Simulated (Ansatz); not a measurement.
Crystal: SbS2.

```
Sb S
1.0
    -3.03071    3.03071    5.79760
     3.03071   -3.03071    5.79760
     3.03071    3.03071   -5.79760
Sb S
2 4
Direct
  0.00000 0.00000 0.00000
  0.75000 0.25000 0.50000
  0.64903 0.12500 0.02403
  0.37500 0.35097 0.47597
  0.10097 0.62500 0.97597
  0.87500 0.89903 0.52403
```

The cell comes from a database or a generator and needn't be the stable form of this composition.

```yaml
Program: Ansatz 0.2.0
Task: single point
Functional: PBE
Potentials_or_basis: Ansatz PAW
Cutoff: "420 eV (not typed: the program's choice for these potentials)"
k_mesh: 6 × 6 × 6
Occupations: fermi-dirac, width 0.05 eV
Spin: no spin polarisation
```

On this cell: pressure 0.1 GPa; largest force 0.025 eV/Å; band gap on the k mesh none (metal or under the smearing width).

The same run follows on a disturbed copy (atoms moved at random, drawn with an rms of 0.05 Å):

```
Sb S
1.0
    -3.03071    3.03071    5.79760
     3.03071   -3.03071    5.79760
     3.03071    3.03071   -5.79760
Sb S
2 4
Direct
  0.00465 0.99621 0.00146
  0.75551 0.25127 0.51157
  0.64862 0.11987 0.02117
  0.36902 0.34309 0.45959
  0.09813 0.61431 0.96399
  0.87050 0.89663 0.51387
```

Problem. What changes?

Solution. The energy (extrapolated to zero smearing) moves by +7.1 meV/atom; pressure 0.5 GPa; largest force 0.784 eV/Å; band gap on the k mesh none (metal or under the smearing width).

Forces in eV/Å, atoms in the order of the input:
```
Sb  -0.089 -0.547 -0.168
Sb  -0.550 -0.535  0.162
S    0.309  0.340 -0.232
S    0.294  0.413  0.280
S   -0.026  0.359 -0.052
S    0.063 -0.031  0.009
```

Stress tensor (GPa, compression positive):
```
0.40 0.06 1.00
0.06 0.46 0.48
1.00 0.48 0.49
```
